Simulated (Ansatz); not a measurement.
# LiF: how the settings move a relaxation

How sensitive is a relaxation of LiF to its settings? A reference run comes first, then two runs with altered input.

Program: Ansatz 0.2.0. Level of theory: reference: DFT, LDA, PAW with Ansatz's default frozen-core files, scalar-relativistic; relaxation of cell and atoms. These are calculated values, not measurements.

### 1 The system as given

It takes space group Fm-3m (No. 225, cubic). The conventional cell has a = 4.028 Å, b = 4.028 Å, c = 4.028 Å, α = 90.00°, β = 90.00°, γ = 90.00°. Around Li (site symmetry m-3m) lie 6 F at 2.01 Å. Around F (site symmetry m-3m) lie 6 Li at 2.01 Å.

As a file:

```
Li F
1.0
     0.00000    2.01400    2.01400
     2.01400    0.00000    2.01400
     2.01400    2.01400    0.00000
Li F
1 1
Direct
  0.00000 0.00000 0.00000
  0.50000 0.50000 0.50000
```

### 2 Baseline

input.yaml

```yaml
crystal:
  lattice:
    - [0.0, 2.014, 2.014]
    - [2.014, 0.0, 2.014]
    - [2.014, 2.014, 0.0]
  atoms:
    - { symbol: Li, position: [0.0, 0.0, 0.0] }
    - { symbol: F, position: [0.5, 0.5, 0.5] }
kpoints:
  mp_grid: { grid: [16, 16, 16] }
scf:
  occupations: { method: fermi_dirac, width: 0.08 }
hamiltonian:
  xc: lda
  pseudopotentials: { kind: paw }
relax:
  f_tol: 0.002
  max_steps: 80
  cell: {}
output:
  forces: true
  stress: true
```

On the command line:

```bash
$ ansatz run input.yaml --threads 1 --pin off --max-ram 3072MiB --backend cpu --events-out ev --progress --plain --runs-dir out
```

### 3 Changed: mp_grid.grid [10, 10, 10], mp_grid.shift [0.5, 0.5, 0.5], occupations.width 0.1

Edit input.yaml of step 2 so:

```diff
@@ -9,5 +9,5 @@
 kpoints:
-  mp_grid: { grid: [16, 16, 16] }
+  mp_grid: { grid: [10, 10, 10], shift: [0.5, 0.5, 0.5] }
 scf:
-  occupations: { method: fermi_dirac, width: 0.08 }
+  occupations: { method: fermi_dirac, width: 0.1 }
 hamiltonian:
@@ -22 +22,5 @@
   stress: true
+  write_density: true
+  write_potential: true
+  elf: true
+  volumetric_format: npy
```

### 4 Changing settings: mp_grid.grid [10, 10, 10], occupations.method methfessel_paxton, occupations.width 0.15, ecutrho_ratio 4

Edit input.yaml of step 2 so:

```diff
@@ -9,5 +9,5 @@
 kpoints:
-  mp_grid: { grid: [16, 16, 16] }
+  mp_grid: { grid: [10, 10, 10] }
 scf:
-  occupations: { method: fermi_dirac, width: 0.08 }
+  occupations: { method: methfessel_paxton, width: 0.15 }
 hamiltonian:
@@ -22 +22,7 @@
   stress: true
+  write_density: true
+  write_potential: true
+  elf: true
+  volumetric_format: npy
+basis:
+  ecutrho_ratio: 4
```

**Question.** What will these runs give? Wanted: for each run, ending; energy change; pressure; gap; force.

The runs gave:

| run | ending | energy change | pressure (GPa) | gap (eV) | force (eV/Å) | cycles | time |
| --- | --- | --- | --- | --- | --- | --- | --- |
| reference | converged | 0 | 0.0 | 9.70 | 0.00 | 40 | 11 s |
| 1: mp_grid.grid [10, 10, 10], mp_grid.shift [0.5, 0.5, 0.5], occupations.width 0.1 | converged | 0.0 meV/atom (σ→0) | 0.0 | 9.78 | 0.00 | 40 | 11 s |
| 2: mp_grid.grid [10, 10, 10], occupations.method methfessel_paxton, occupations.width 0.15, ecutrho_ratio 4 | converged | 0.0 meV/atom (σ→0) | 0.0 | 9.70 | 0.00 | 40 | 5.3 s |

Times don't compare one to one where runs were asked for different outputs or read a saved state (see the inputs); cycles may leave out searches for a lower state.

Of the converged runs whose energies compare with the reference's, none moves it noticeably. Of the variants the dearest is «mp_grid.grid [10, 10, 10], mp_grid.shift [0.5, 0.5, 0.5], occupations.width 0.1» (11 s), the cheapest «mp_grid.grid [10, 10, 10], occupations.method methfessel_paxton, occupations.width 0.15, ecutrho_ratio 4» (5.3 s), on a shared host.

These are semilocal Kohn-Sham gaps, which aren't the measured quantity. Such gaps usually fall short of the measured ones.
